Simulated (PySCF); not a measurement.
# C₄H₄F₂O: electronic excitations and core binding energies

Aim: predict the electronic excitations and core binding energies of C₄H₄F₂O (`FC(F)OC1=CC1`).

Computed with PySCF 2.14.0, with density-fitted response routines of our own, on a single molecule in the gas phase. Atoms are numbered from 0 throughout.

### 1 Starting geometry

11 atoms, charge 0, multiplicity 1; geometry from: GFN2-xTB.

Bonds of the start (Å): F0–C1 1.34, C1–F2 1.35, C1–O3 1.36, O3–C4 1.34, C4–C5 1.30, C5–C6 1.52, C6–C4 1.49, C1–H7 1.11, C5–H8 1.06, C6–H9 1.09, C6–H10 1.09.

### 2 Excited states and response: CAM-B3LYP/def2-SVPD

The job: settings as JSON, then the geometry in Å.

```
{"job": {"kind": "uv", "xc": "CAM-B3LYP", "basis": "def2-SVPD", "nstates": 8, "ntriplets": 3}, "charge": 0, "multiplicity": 1}
F      2.572853    -0.938725    -0.974521
C      1.729595    -0.187180    -0.252474
F      2.442863     0.886098     0.158504
O      0.695233     0.201833    -1.042622
C     -0.520488     0.220348    -0.469316
C     -1.788439     0.480784    -0.516539
C     -1.263704    -0.115324     0.778929
H      1.422444    -0.753271     0.647265
H     -2.642140     0.843031    -1.028396
H     -1.160117     0.516409     1.655235
H     -1.482677    -1.151332     1.017971
```

Method: TDDFT CAM-B3LYP/def2-SVPD, vertical, gas phase, core orbitals frozen in the response.

The run is started by

```bash
OMP_NUM_THREADS=1 python probes_run.py task.json out
```

One launch serves the whole session: the jobs run in the order shown.

**Question.** This job is followed by: delta-SCF UKS SCAN, pcX-2 on the ionised atom, pcseg-1 elsewhere, spin-free X2C. Predict these results of the whole session: lowest singlet (CAM-B3LYP/def2-SVPD); lowest triplet; C1s binding energies, SCAN/pcX-2 (standing for 3 of 4 atoms); F1s binding energies, SCAN/pcX-2; O1s binding energies, SCAN/pcX-2.

The runs gave:

| quantity | value |
| --- | --- |
| lowest singlet (CAM-B3LYP/def2-SVPD) | 6.62 eV (187 nm), f = 0.127 |
| lowest triplet | 4.32 eV |
| C1s binding energies, SCAN/pcX-2 (standing for 3 of 4 atoms) | C1 297.73, C6 291.55, C5 290.90 eV |
| F1s binding energies, SCAN/pcX-2 | F0 693.86 eV |
| O1s binding energies, SCAN/pcX-2 | O3 540.67 eV |

The lowest singlet, at 6.62 eV, is HOMO→LUMO+1 0.56, HOMO→LUMO 0.37 and is bright. The lowest triplet lies 2.29 eV below the lowest singlet (triplets in Tamm-Dancoff, singlets in full TDDFT). C1 (sp3 CH bonded to 2 F and O) binds its C1s electron 6.83 eV more tightly than C5 (β carbon of an enol-ether or enamine type C=C). Only 3 of the 4 C atoms are covered by sound results.
